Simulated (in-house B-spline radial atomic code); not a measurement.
# Pd⁵⁺: a fraction of an electron removed from 4d

How does the PBEsol energy of Pd⁵⁺ change when part of an electron is removed from 4d?

The numbers are computed with in-house B-spline radial atomic code version 1 (scalar-relativistic (spin-free one-electron X2C) PBEsol, spin-polarised, spherical fractional occupations, Fermi nucleus, basis-set limit), except any that are marked as measured or tabulated.

## Step 1: Starting point

| Item | Value |
| --- | --- |
| element | palladium (Z = 46) |
| charge | +5 |
| electrons | 41 |
| configuration | [Kr] 4d5 |
| Hamiltonian | scalar-relativistic (X2C) |
| nucleus | Fermi, rms radius 4.532 fm |

Outer shells as boxes (Hund's rule):

[Kr] 4d5
```
[Kr] core
4d [↑ ][↑ ][↑ ][↑ ][↑ ]
```

Where spins are not typed, each open shell is filled with up spins first.

## Step 2: The start, at fraction 0

Settings of the run:

```ini
Z = 46
electrons = 41.0
configuration = [Kr] 4d5
hamiltonian = x2c
method = pbesol
spin_polarised = True
nucleus = fermi
rms_radius = 4.5318
mass_number = 106
atomic_mass = 105.903480287
speed_of_light = 137.035999084
```

## Step 3: 0.11 electron removed from 4d

Changes to the settings of step 2:

```diff
@@ -1,4 +1,4 @@
 Z = 46
-electrons = 41.0
-configuration = [Kr] 4d5
+electrons = 40.89
+configuration = [Kr] 4d4.89
 hamiltonian = x2c
```

## Step 4: 0.17 electron removed from 4d

Changes to the settings of step 3:

```diff
@@ -1,4 +1,4 @@
 Z = 46
-electrons = 40.89
-configuration = [Kr] 4d4.89
+electrons = 40.83
+configuration = [Kr] 4d4.83
 hamiltonian = x2c
```

## Step 5: 0.32 electron removed from 4d

Changes to the settings of step 4:

```diff
@@ -1,4 +1,4 @@
 Z = 46
-electrons = 40.83
-configuration = [Kr] 4d4.83
+electrons = 40.68
+configuration = [Kr] 4d4.68
 hamiltonian = x2c
```

## Step 6: 0.42 electron removed from 4d

Changes to the settings of step 5:

```diff
@@ -1,4 +1,4 @@
 Z = 46
-electrons = 40.68
-configuration = [Kr] 4d4.68
+electrons = 40.58
+configuration = [Kr] 4d4.58
 hamiltonian = x2c
```

## Step 7: 0.5 electron removed from 4d

Changes to the settings of step 6:

```diff
@@ -1,4 +1,4 @@
 Z = 46
-electrons = 40.58
-configuration = [Kr] 4d4.58
+electrons = 40.5
+configuration = [Kr] 4d4.5
 hamiltonian = x2c
```

## Step 8: 0.61 electron removed from 4d

Changes to the settings of step 7:

```diff
@@ -1,4 +1,4 @@
 Z = 46
-electrons = 40.5
-configuration = [Kr] 4d4.5
+electrons = 40.39
+configuration = [Kr] 4d4.39
 hamiltonian = x2c
```

## Step 9: 0.74 electron removed from 4d

Changes to the settings of step 8:

```diff
@@ -1,4 +1,4 @@
 Z = 46
-electrons = 40.39
-configuration = [Kr] 4d4.39
+electrons = 40.26
+configuration = [Kr] 4d4.26
 hamiltonian = x2c
```

## Step 10: 0.82 electron removed from 4d

Changes to the settings of step 9:

```diff
@@ -1,4 +1,4 @@
 Z = 46
-electrons = 40.26
-configuration = [Kr] 4d4.26
+electrons = 40.18
+configuration = [Kr] 4d4.18
 hamiltonian = x2c
```

## Step 11: 0.95 electron removed from 4d

Changes to the settings of step 10:

```diff
@@ -1,4 +1,4 @@
 Z = 46
-electrons = 40.18
-configuration = [Kr] 4d4.18
+electrons = 40.05
+configuration = [Kr] 4d4.05
 hamiltonian = x2c
```

## Step 12: 1 electron removed from 4d

Changes to the settings of step 11:

```diff
@@ -1,4 +1,4 @@
 Z = 46
-electrons = 40.05
-configuration = [Kr] 4d4.05
+electrons = 40.0
+configuration = [Kr] 4d4
 hamiltonian = x2c
```

Before running: How does the energy change with the fraction, and which way and how far does it bend from the straight line between the ends?

The runs gave:

| fraction | energy change (eV) | less the straight line (eV) | level 4d up (eV) | sum of <r²> (bohr²) |
| --- | --- | --- | --- | --- |
| 0 | 0.0000 | 0.0000 | -75.866 | 20.099 |
| 0.11 | 8.4492 | -0.8553 | -77.757 | 19.825 |
| 0.17 | 13.1457 | -1.2340 | -78.794 | 19.677 |
| 0.32 | 25.1599 | -1.9079 | -81.398 | 19.313 |
| 0.42 | 33.3870 | -2.1395 | -83.146 | 19.075 |
| 0.5 | 40.0948 | -2.1986 | -84.550 | 18.887 |
| 0.61 | 49.5019 | -2.0960 | -86.491 | 18.631 |
| 0.74 | 60.8955 | -1.6988 | -88.797 | 18.333 |
| 0.82 | 68.0563 | -1.3049 | -90.224 | 18.153 |
| 0.95 | 79.9367 | -0.4208 | -92.554 | 17.863 |
| 1 | 84.5868 | 0.0000 | -93.454 | 17.753 |

What this shows: From fraction 0 to 1 the energy changes by 84.587 eV. It sags under the straight line by up to 2.20 eV (at 0.5); exact theory is straight between whole electron numbers, so this convex bend is an error (delocalisation) that favours fractional charges. Slater's transition state, the slope from the orbital energy at fraction 0.5 (Janak's theorem), gives 84.550 eV for the whole step. The tabulated ionisation energy is 84.1 ± 2 eV (tabulated theoretical; NIST Atomic Spectra Database), so the whole step is off by +0.49 eV, and minus the highest level at fraction 0 (75.866 eV) by -8.23 eV. Spin-orbit coupling is left out.
